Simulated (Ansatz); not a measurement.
The system is AgRh.

```
Ag Rh
1.0
     2.77759    0.00000    0.00000
    -1.38879    2.40546    0.00000
     0.00000    0.00000    4.80860
Ag Rh
1 1
Direct
  0.00000 0.00000 0.50000
  0.66667 0.33333 0.00000
```

The cell comes from a database or a generator and needn't be the stable form of this composition.

Base run:

* Program: Ansatz 0.2.0
* Functional: PBE
* Potentials or basis: all-electron LAPW, scalar-relativistic
* Cutoff: 263 eV
* Density cutoff: 1052 eV
* Basis error allowed: 0.001 eV/atom
* k mesh: 11 × 11 × 6
* Occupations: fermi-dirac, width 0.05 eV
* Spin: no spin polarisation

Its results: pressure -2.3 GPa.

The run is repeated on the same cell with these changes: functional from PBE to LDA. What comes out?

Pressure -15.6 GPa.

LDA binds more tightly than PBE, so the same cell stands under less pressure.

Not every run made on this cell is shown here.
